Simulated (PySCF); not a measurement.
# CH12Si3Sn (SnMe(SiH3)3): the cost of one run

Computed with PySCF 2.14.0 and routines of our own; the level stands in each step. Atoms count from 0.

### 1 The system as given

17 atoms, charge 0, multiplicity 1; geometry from: GFN2-xTB.

### 2 Relaxing the molecule at PBE0-D3(BJ)/def2-SVP

What the job is given:

```
{"job": {"xc": "PBE0", "basis": "def2-SVP", "d3": "d3bj", "grid": 1, "maxiter": 30, "shake": 0.03, "kind": "geom"}, "charge": 0, "multiplicity": 1}
Sn     0.058530    -0.067530     0.081020
C     -0.021730    -0.021090     2.274350
H     -1.074990     0.043300     2.646250
H      0.651350     0.839400     2.670710
H      0.437880    -0.934840     2.635830
Si     2.414900     0.007470    -0.732220
H      3.145520    -1.247690    -0.367330
H      3.252940     1.128660    -0.224600
H      2.417740     0.105200    -2.124050
Si    -1.230190     2.112530    -0.669590
H     -0.589030     3.334180    -0.230340
H     -2.589260     2.164110    -0.222630
H     -1.322270     2.158970    -2.188410
Si    -1.251780    -2.090950    -0.714110
H     -0.504130    -3.348180    -0.356520
H     -1.260090    -2.014960    -2.171180
H     -2.563930    -2.169180    -0.246940
```

Command:

```console
$ OMP_NUM_THREADS=1 python heavy_run.py task.json out
```

The driver reads the jobs from task.json and runs them one after another.

**Question.** How long does this first job take on 1 thread of Arm Neoverse V2, shared host, and how much memory does it need?

About 1.9 min, with a peak of 0.61 GiB.
